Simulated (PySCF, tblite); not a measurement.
# C5H14Si2: geometry, infrared bands and NMR shifts

Wanted: the infrared bands and NMR shifts of C5H14Si2 (`C[SiH2][C@@H]1C[SiH2][C@@H]1C`), by calculation.

Programs: tblite 0.8.0 and PySCF 2.14.0, with density-fitted response routines of our own. Each step states its level of theory. These are calculated values for one molecule in the gas phase, unless marked as measured. Atoms are numbered from 0 throughout.

## (1) Starting geometry

21 atoms, charge 0, multiplicity 1; geometry from: force field or distance geometry start.

Bonds of the start (Å): C0–Si1 1.85, Si1–C2 1.95, C2–C3 1.57, C3–Si4 1.90, Si4–C5 1.94, C5–C6 1.52, C5–C2 1.60, C0–H7 1.10, C0–H8 1.10, C0–H9 1.08, Si1–H10 1.48, Si1–H11 1.49, C2–H12 1.10, C3–H13 1.10, C3–H14 1.08, Si4–H15 1.49, Si4–H16 1.49, C5–H17 1.10, C6–H18 1.09, C6–H19 1.09, C6–H20 1.09.

## (2) Optimising the geometry with GFN2-xTB

The job: settings as JSON, then the geometry in Å.

```
{"job": {"kind": "relax", "xc": "GFN2-xTB", "basis": "xTB"}, "charge": 0, "multiplicity": 1}
C      2.808900     0.544800    -0.255200
Si     1.572700    -0.782100    -0.634100
C      0.087000    -0.570300     0.607200
C     -1.106100    -1.557500     0.339100
Si    -2.272500    -0.288100     1.140900
C     -0.792900     0.753400     0.442300
C     -1.079300     1.377900    -0.917700
H      2.368200     1.544500    -0.394800
H      3.156700     0.482900     0.781300
H      3.670500     0.470900    -0.903500
H      1.099400    -0.687800    -2.029200
H      2.188500    -2.126000    -0.421300
H      0.497200    -0.666700     1.625600
H     -1.034700    -2.514900     0.883100
H     -1.359100    -1.748700    -0.698400
H     -2.308700    -0.329800     2.630000
H     -3.553900    -0.072000     0.420700
H     -0.500600     1.524700     1.164500
H     -1.383700     0.637100    -1.656000
H     -1.869800     2.127200    -0.832400
H     -0.196700     1.897500    -1.292700
```

Command:

```console
> OMP_NUM_THREADS=1 python probes_run.py task.json out
```

The driver reads the jobs from task.json and runs them one after another.

**Question.** This job is followed by: GFN2-xTB harmonic vibrations, gas phase; GIAO PBE0/pcSseg-1 NMR shielding, non-relativistic, gas phase. What will the session give for the following? strongest single infrared mode (GFN2-xTB); zero-point energy (GFN2-xTB); 13C shifts against TMS (PBE0/pcSseg-1); 1H shifts against TMS (PBE0/pcSseg-1, means over atoms taken as alike); 29Si shifts against TMS (PBE0/pcSseg-1).

The runs gave:

```
                                                              quantity                                                           value
                             strongest single infrared mode (GFN2-xTB)                                           2254 cm⁻¹, 500 km/mol
                                          zero-point energy (GFN2-xTB)                                                  105.9 kcal/mol
                                13C shifts against TMS (PBE0/pcSseg-1)                                26.0, 24.6, 18.8, 10.3, -6.1 ppm
1H shifts against TMS (PBE0/pcSseg-1, means over atoms taken as alike)  4.99, 4.65, 4.25, 3.90, 2.27, 1.96, 1.44, 1.39, 1.38, 0.11 ppm
                               29Si shifts against TMS (PBE0/pcSseg-1)                                                -25.3, -44.4 ppm
```

In words: Over 87 steps the energy fell by 0.407 eV; of the close pairs, Si1–C2 changed most, 1.948 to 1.902 Å. All 57 modes are real, so the xTB geometry is a minimum. The strongest single mode, at 2254 cm⁻¹, moves mainly H15. Unscaled tight-binding wavenumbers are off by several per cent, some by more. Its intensities can rank the bands wrongly. At PBE0/pcSseg-1: Shielding is most anisotropic at Si1 (span 93 ppm, paramagnetic term -488 ppm).
